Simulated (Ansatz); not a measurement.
# SiSbTe3: one candidate of a structure search, part 2 of 2

Where does this trial cell of SiSbTe3 go when cell and atoms are let free?

Ansatz 0.2.0; DFT PBE, scalar-relativistic, plane waves, PAW. Earlier steps stand in the parts before.

**4. Full relaxation**

The end of the coarse run is made exact in the group found at a tolerance of 0.06 Å and reduced to its primitive cell.

input.yaml reads:

```yaml
crystal:
  lattice:
    - [5.7255863031, 0.0, 0.0]
    - [0.0, 5.7255863031, 0.0]
    - [0.0, 0.0, 5.7255863031]
  atoms:
    - { symbol: Si, position: [0.5, 0.5, 0.5] }
    - { symbol: Sb, position: [0.0, 0.0, 0.0] }
    - { symbol: Te, position: [0.5, 0.0, 0.0] }
    - { symbol: Te, position: [0.0, 0.5, 0.0] }
    - { symbol: Te, position: [0.0, 0.0, 0.5] }
basis:
  ecutwfc: 420
kpoints:
  mp_grid: { grid: [8, 8, 8] }
hamiltonian:
  xc: pbe
scf:
  occupations: { method: gaussian, width: 0.1 }
output:
  forces: true
  stress: true
  eigenvalues: true
relax:
  adjacent_minimum: "off"
  f_tol: 0.01
  max_steps: 80
  cell: { stress_tol: 0.05 }
```

Command:

```console
ansatz run input.yaml --threads 1 --pin off --max-ram 2560MiB --backend cpu --events-out ev --progress --plain --runs-dir out
```

The program printed (excerpt; [...] marks lines left out):

```text
Warning: RAYON_NUM_THREADS=1 ignored (pool sized by the plan → 1); use --threads N
[...]
Pseudopotentials: kind: paw
Pseudopotential: Si, paw, valence charge 4, recommended cutoff 420 eV (normal), Si.paw.azcp
Pseudopotential: Sb, paw, valence charge 15, recommended cutoff 420 eV (normal), Sb.paw.azcp
Pseudopotential: Te, paw, valence charge 16, recommended cutoff 420 eV (normal), Te.paw.azcp
Functional definition: PBE
[...]
Crystal: 5 atoms, lattice volume = 187.698 Å³
Basis set: ecut = 420 eV, 3743 PW (Γ), exchange–correlation on 80×80×80 points (8 copies of the dense FFT grid, shifted against one another)
Bands: 41, of which v1, the nominal top of the filled ones, is band 34 counted from 1 (33 counted from 0)
Symmetry: 48 space group operations
Space group: Pm-3m (ITA 221), of the structure as read, at distance tolerance 5.7e-5 Å
k-points: 35 of 512
[...]
        0.002219       0.000000       0.000000
        0.000000       0.002219      -0.000000
        0.000000      -0.000000       0.002219
  P = ⅓ Tr σ = 0.0022 GPa (0.022 kbar)
--- Band table (eV; the first three rows and the last of 35) ---
[...]
--- Relaxed structure (3 steps of the walk, 3 accepted, 1 SCFs on fresh bases) ---
  F+E_penalty+E_count = -28055.65786706 eV   max|allowed force component| = 7.139e-30 eV/Å   (the final SCF, on the basis selected at the relaxed cell)
  cell:  # Å, volume = 185.4161 Å³
    - [5.702287763088117, -2.8888949165808534e-34, -6.419766481290785e-35]
    - [-2.246918268451775e-34, 5.702287763088117, 0.0]
    - [-9.62964972193618e-35, 0.0, 5.702287763088117]
  atoms:
    - { symbol: Si, position: [0.5, 0.5, 0.5] }
    - { symbol: Sb, position: [1.9341420413520582e-35, -2.330080538940132e-36, -2.0848089032723944e-36] }
    - { symbol: Te, position: [0.5, 5.168223751899615e-37, 1.051164152909811e-37] }
    - { symbol: Te, position: [8.129002782483904e-36, 0.5, -1.5767462293647122e-37] }
    - { symbol: Te, position: [6.727450578611809e-36, 1.6643432419771766e-37, 0.5] }
```

Run time: 16 s. Hardware: 1 thread of AMD EPYC 9R45 (Zen 5), shared host; peak memory 0.62 GiB.

Relaxation path:

| step | energy from step 1 (eV/cell) | largest force component (eV/Å) | pressure (GPa) | volume (Å³) |
| --- | --- | --- | --- | --- |
| 1 | 0.0000 | 0.0000 | -0.38 | 187.70 |
| 2 | -0.0029 | 0.0000 | -0.07 | 185.83 |
| 3 | -0.0031 | 0.0000 | 0.00 | 185.42 |
| 4 | -0.0027 | 0.0000 | 0.00 | 185.42 |

Step 1 is the start. Step 4 repeats the geometry before it on a plane-wave basis chosen anew for that cell, so its energy need not be comparable with the rows above.

|  | before | after | change |
| --- | --- | --- | --- |
| a (Å) | 5.726 | 5.702 | -0.4 % |
| b (Å) | 5.726 | 5.702 | -0.4 % |
| c (Å) | 5.726 | 5.702 | -0.4 % |
| volume (Å³/atom) | 37.54 | 37.08 | -1.2 % |
| shortest distance (Å) | 2.863 | 2.851 | -0.4 % |
| space group (0.01 Å) | Pm-3m | Pm-3m | same |

The run keeps the 48 symmetry operations of the start, so it could not have lowered the symmetry.

**5. Changed: xc_grid 3**

input.yaml reads:

```yaml
crystal:
  lattice:
    - [5.7022877631, 0.0, 0.0]
    - [0.0, 5.7022877631, 0.0]
    - [0.0, 0.0, 5.7022877631]
  atoms:
    - { symbol: Si, position: [0.5, 0.5, 0.5] }
    - { symbol: Sb, position: [0.0, 0.0, 0.0] }
    - { symbol: Te, position: [0.5, 0.0, 0.0] }
    - { symbol: Te, position: [0.0, 0.5, 0.0] }
    - { symbol: Te, position: [0.0, 0.0, 0.5] }
basis:
  ecutwfc: 420
  xc_grid: 3
kpoints:
  mp_grid: { grid: [8, 8, 8] }
hamiltonian:
  xc: pbe
scf:
  occupations: { method: gaussian, width: 0.1 }
output:
  forces: true
  eigenvalues: true
  stress: true
```

Command:

```console
ansatz run input.yaml --threads 1 --pin off --max-ram 2560MiB --backend cpu --events-out ev --progress --plain --runs-dir out
```

The program printed (excerpt; [...] marks lines left out):

```text
Warning: RAYON_NUM_THREADS=1 ignored (pool sized by the plan → 1); use --threads N
[...]
[... 5 set-up lines as earlier in the session ...]
[...]
Crystal: 5 atoms, lattice volume = 185.416 Å³
Basis set: ecut = 420 eV, 3695 PW (Γ), exchange–correlation on 120×120×120 points (27 copies of the dense FFT grid, shifted against one another)
Bands: 41, of which v1, the nominal top of the filled ones, is band 34 counted from 1 (33 counted from 0)
[... 2 set-up lines as earlier in the session ...]
k-points: 35 of 512
[...]
SCF iter   1: F=—  HF=-28055.670691 eV  |F-HF|=—  |Δ(HF+E_count)|=         —  Δρ=3.62e-3  dr2=9.92e-2  ethr=1.77e-3  ⟨swp⟩=8.2  Hψ=6438  notcnv=0
[...]
SCF iter   6: F=-28055.657869 eV  HF=-28055.657869 eV  |F-HF|=2.68e-8  |Δ(HF+E_count)|=   1.21e-7  Δρ=4.57e-6  dr2=4.44e-8  ethr=1.49e-10  ⟨swp⟩=12.4  Hψ=7823  notcnv=0
[...]
SCF converged after 6 iterations
Free energy (F): -28055.657869 eV
[...]
E sigma→0 (E₀):  -28055.648015 eV
Entropy (-TS):   -0.019708 eV (-3.942 meV/atom)
Fermi energy:    5.928007 eV
[...]
--- Forces (eV/Å), atoms counted from 1 ---
  atom   1  Si     0.00000000     0.00000000    -0.00000000
  atom   2  Sb    -0.00000000     0.00000000     0.00000000
  atom   3  Te    -0.00000000    -0.00000000    -0.00000000
  atom   4  Te     0.00000000    -0.00000000     0.00000000
  atom   5  Te     0.00000000     0.00000000    -0.00000000
[...]
--- Stress (GPa, compression-positive) ---
        0.002319      -0.000000       0.000000
       -0.000000       0.002319       0.000000
        0.000000       0.000000       0.002319
  P = ⅓ Tr σ = 0.0023 GPa (0.023 kbar)
--- Band table (eV; the first three rows and the last of 35) ---
[...]
```

It took 3.8 s on 1 thread of AMD EPYC 9R45 (Zen 5), shared host; peak memory 0.64 GiB.

| run | ending | energy change | pressure (GPa) | gap (eV) | force (eV/Å) | cycles | time |
| --- | --- | --- | --- | --- | --- | --- | --- |
| step 4 | converged | 0 | 0.0 | 0.00 | 0.00 | - | 16 s |
| variant | converged | 0.0 meV/atom | 0.0 | 0.00 | 0.00 | 6 | 3.8 s |

Changing the numerical grids hardly moves the energy: 0.0 meV/atom.

**6. Outcome**

This closing draws on all 2 parts. Changes of volume or cell count from the first structure of part 1.

| quantity | value |
| --- | --- |
| symmetry at the end (tolerance 0.05 Å) | space group Pm-3m (No. 221) |
| conventional cell | a = 5.702 Å, b = 5.702 Å, c = 5.702 Å, α = 90.00°, β = 90.00°, γ = 90.00° |
| volume | 37.08 Å³/atom |
| energy over the elements | +0.90 eV/atom |
| gap on the mesh | none (metal) |

What this shows: The space group Pm-3m (No. 221) is kept, and the volume per atom grows by 31.8 % from the first guess. With a positive formation energy it can't be a ground state. No finished test with a distortion of lower symmetry is shown, so the end may be a saddle point. The runs treat Sb, Te without spin-orbit coupling.
